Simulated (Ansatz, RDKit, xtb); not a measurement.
# Isomers of C5H9BFP, a sample narrowed down

Which of a sample of isomers of C5H9BFP is the most stable in the gas at 298.15 K, and what are its properties? The sample is small against all isomers, and the most stable one of this formula need not be in it.

Plan: many cheap relaxations first (GFN2-xTB), then density-functional screening, relaxation at B3LYP-D3(BJ)/def2-SVP, vibrations (at GFN2-xTB) and a final energy. The numbers are computed, not measured.

1 further run of the same task is left out (set aside as unsound or not needed).

## (1) Candidates

Isomers were taken from a list of plausible structures; this is a sample, not all of them. That gives 5 candidates.

```csv
label,SMILES,spin
c072,C=C/C=C(/F)CBP,singlet
c103,C#C/C=C\[C@@H](F)[BH2-][P@H3+],singlet
c124,C[C@@]1(F)C=C[C@H]1BP,singlet
c155,C#C/C(C)=C(/F)[BH2-][P@H3+],singlet
c731,C=C[B@-](F)([P@@H3+])C#CC,singlet
```

Candidates are built by distance geometry, with a force field where one applies, in up to four conformers (letters a to d).

**Question.** With final energies at CCSD(T)/def2-SVP + MP2/def2-TZVPP - MP2/def2-SVP, which structure will this search put lowest in free energy, and by what margin?

| quantity | value |
| --- | --- |
| lowest structure found | C=C/C=C(/F)CBP, singlet |
| next finalist | C[C@@]1(F)C=C[C@H]1BP, singlet, 11.8 kcal/mol higher in G |
| share at equilibrium, among the finalists | 100.0 % |

`C=C/C=C(/F)CBP` comes out lowest. The margin of 11.8 kcal/mol over the next finalist is beyond the usual error of the last level; it says nothing of structures that weren't ranked. GFN2-xTB, r2SCAN-D4/def2-SVP, B3LYP-D3(BJ)/def2-SVP, HF/def2-SVP and MP2/def2-SVP already put its bonding pattern lowest among the structures in one piece; HF/STO-3G favours the singlet C[C@@]1(F)C=C[C@H]1BP. 3 minima inside the window were never screened. A loose complex, C=CB(F)C#CC.P, lay -12.6 kcal/mol from the best structure in one piece at the screening level; it was neither relaxed nor ranked, and may be the true minimum. Lowest found is not proven lowest: the search is finite, and each finalist counts with one conformer. Only 5 drawn patterns were tried, so whole families of isomers are missing, and the result ranks this sample alone.
